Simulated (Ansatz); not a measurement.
# SiGeC (triplet): the correlation ladder at a displaced geometry (v1), cc-pVDZ

One table from this session's results is given with a row withheld; the runs are named, their logs left out.

The runs use Ansatz 0.2.0, Gaussian basis; cc-pVDZ, core rule «outside noble gas», up to 20 orbitals frozen.

The runs, in order: UHF; CCSD(T) on ROHF; CCSD(T) on UHF; BCCD(T) on ROHF; CISD; CCSDT(Q) on ROHF; CCSDT(Q) on UHF.

20 further runs of the same task are left out: 9 that didn't finish, 11 set aside as unsound or not needed.

## What is computed

The geometry is a PBE0/def2-TZVP stationary point (not a proven minimum) with its atoms shifted at random (size 0.040 Å). No spin-orbit coupling is included. The filled d shell of Ge may be among the frozen orbitals whatever the setting's name suggests; the logs give the count.

3 atoms, charge 0, spin multiplicity 3.

Atoms are counted from 1 here; the program's logs count them from 0.

Bond lengths: C1–Ge2 1.959 Å, C1–Si3 1.800 Å, Ge2–Si3 2.443 Å. Angles: Ge2–C1–Si3 81.0°, C1–Ge2–Si3 46.7°, C1–Si3–Ge2 52.4°.

Geometry (Å):

```
C    -0.0112   -1.1899   -0.7459
Ge   -0.0120    0.0573    0.7648
Si    0.0359    0.3607   -1.6590
```

Set-up of the first run:

Contents of in.yaml:

```yaml
crystal:
  periodic: [false, false, false]
  atoms:
    - {symbol: C, position_ang: [-0.011205, -1.189940, -0.745931]}
    - {symbol: Ge, position_ang: [-0.012038, 0.057302, 0.764760]}
    - {symbol: Si, position_ang: [0.035926, 0.360671, -1.658970]}
basis:
  gaussian: {orbitals: cc-pVDZ}
magnetization: {spin_polarized: true, initial_magnetization: 2}
hamiltonian: {xc: hf}
output: {orbitals: {seedname: orbitals}}
```

On the command line:

```sh
$ ansatz run in.yaml --threads 1 --pin off --events-out ev --progress --plain --max-ram 2393MiB
```

Among the steps run: UHF; CCSD(T) on ROHF; CCSD(T) on UHF; BCCD(T) on ROHF; CISD; CCSDT(Q) on ROHF; CCSDT(Q) on UHF.

One table of the session follows, with a row left open; its other results are not shown here.

| method | from RCCSDT(Q) (kcal/mol) |
| --- | --- |
| ROHF | +201.95 |
| UHF | +194.32 |
| RMP2 | ? |
| UMP2 | +39.61 |
| CISD | +38.28 |
| RCCSD | +15.51 |
| UCCSD | +15.32 |
| RCCSD(T) | +2.52 |
| UCCSD(T) | +3.04 |
| BCCD(T) | +2.30 |
| RCCSDT | +1.72 |
| UCCSDT | +1.64 |
| RCCSDT(Q) | 0 |
| UCCSDT(Q) | -0.35 |

**Question.** Estimate the row for RMP2.

As computed: from RCCSDT(Q) (kcal/mol): +32.68. In the column «from RCCSDT(Q) (kcal/mol)» it lies between RCCSD (+15.51) and CISD (+38.28).

To keep in mind: Warnings: spin contamination; large T1 diagnostic. Restricted and unrestricted rows rest on different reference determinants; where their highest levels disagree by more than a few hundredths of an eV, they describe different states and don't form one ladder.
